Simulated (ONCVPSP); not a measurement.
# An ONCV potential for lanthanum, from input to tests

Task: generate the file, and judge it by its errors in other configurations, its logarithmic derivatives, its ghosts and its cutoff.

Program: ONCVPSP 4.0.1. Reference atom: PBE, scalar-relativistic, spherical and spin-unpolarised. All values are calculated.

## 1. Settings

The settings as typed:

- element: lanthanum (La, Z = 57)
- type: optimised norm-conserving Vanderbilt (ONCV)
- frozen core: [Kr] 4d10
- valence charge: 11
- reference configuration: 5s2 5p6 5d1 6s2
- partial waves: 5s+6s: rc 2.25 bohr, ncon 4, nbas 8, qcut 4.9 1/bohr, 2 projectors; 5p: rc 2.55 bohr, ncon 3, nbas 6, qcut 5 1/bohr, 2 projectors, debl 2.4 Ha; 5d: rc 3.15 bohr, ncon 3, nbas 7, qcut 5.6 1/bohr, 2 projectors, debl 1.7 Ha; f scattering state at 0.15 Ha: rc 2.40 bohr, ncon 3, nbas 7, qcut 4.9 1/bohr, 2 projectors, debl 1.1 Ha
- local potential: polynomial inside 2.10 bohr (lpopt 1, dvloc0 -1 Ha)
- core correction: Teter function, fcfact 3, rcfact 1.7

An earlier all-electron run gives the scale for the radii.

All-electron outer shells of the reference configuration (PBE, scalar-relativistic, ld1.x):

| shell | level (eV) | outermost node (bohr) | outermost maximum (bohr) |
| --- | --- | --- | --- |
| 5s | -38.92 | 0.77 | 1.41 |
| 5p | -22.40 | 0.83 | 1.58 |
| 4f | -4.35 | – | 0.75 |
| 6s | -3.68 | 1.86 | 3.84 |
| 5d | -3.09 | 0.95 | 2.21 |
| 6p | -1.35 | 2.21 | 4.93 |

## 2. Generating the potential

File La.dat:

```
# ATOM AND REFERENCE CONFIGURATION
# atsym  z   nc   nv     iexc    psfile
  La 57.00    9    4        4      upf
#
#   n    l    f
    1    0    2.00
    2    0    2.00
    2    1    6.00
    3    0    2.00
    3    1    6.00
    3    2   10.00
    4    0    2.00
    4    1    6.00
    4    2   10.00
    5    0    2.00
    5    1    6.00
    5    2    1.00
    6    0    2.00
#
# PSEUDOPOTENTIAL AND OPTIMIZATION
# lmax
    3
#
#   l,   rc,      ep,       ncon, nbas, qcut
    0    2.25    0.00    4    8    4.90
    1    2.55    0.00    3    6    5.00
    2    3.15    0.00    3    7    5.60
    3    2.40    0.15    3    7    4.90
#
# LOCAL POTENTIAL
# lloc, lpopt,  rc(5),   dvloc0
    4    1    2.10   -1.00
#
# VANDERBILT-KLEINMAN-BYLANDER PROJECTORs
# l, nproj, debl
    0    2    1.10
    1    2    2.40
    2    2    1.70
    3    2    1.10
#
# MODEL CORE CHARGE
# icmod, fcfact, rcfact
    3    3.00    1.70
#
# LOG DERIVATIVE ANALYSIS
# epsh1, epsh2, depsh
   -3.00    5.00    0.02
#
# OUTPUT GRID
# rlmax, drl
    6.00    0.01
#
# TEST CONFIGURATIONS
# ncnf
    4
# nvcnf
#   n    l    f
    4
    5    0    2.00
    5    1    6.00
    5    2    1.00
    6    0    1.00
#
    4
    5    0    2.00
    5    1    6.00
    5    2    1.00
    6    0    0.00
#
    4
    5    0    2.00
    5    1    6.00
    5    2    0.00
    6    0    0.00
#
    4
    5    0    2.00
    5    1    6.00
    5    2    2.00
    6    0    0.00
#
```

On the command line:

```bash
$ oncvpsp.x < La.dat > La.out
```

**Question.** What will these runs give? Wanted: cutoffs for 1 and 0.1 mHa per electron, occupied waves; bound ghosts; GHOST(+) flags; largest test error; largest phase difference near zero energy, channels read; rms error of d²Exc/dn², without and with the model core; projector energies reset by the program.

**Answer**, as computed:

```
                                                quantity                         value
  cutoffs for 1 and 0.1 mHa per electron, occupied waves              9.2 Ha and 11 Ha
                                            bound ghosts                    none found
                                          GHOST(+) flags                   s at 134 eV
                            largest test error (AE − PS)  -54 meV, for 5s2 5p6 5d0 6s0
largest phase difference near zero energy, channels read                     0.002 rad
 rms error of d²Exc/dn², without and with the model core             2.27 and 2.32 mHa
                 projector energies reset by the program           f: -0.160, 0.940 Ha
```

In words: By total energies transferability is fair: the largest error is 54 meV on 35.8 eV, for 5s2 5p6 5d0 6s0. The potential is soft on the atom at that tolerance: the looser tolerance needs 9.2 Ha. That counts occupied waves only; other projectors can need more. It is free of bound ghosts as far as tested. Near zero energy the phases of the channels with partial waves agree within 0.002 rad. The program also flags highly localised states, GHOST(+) (s).
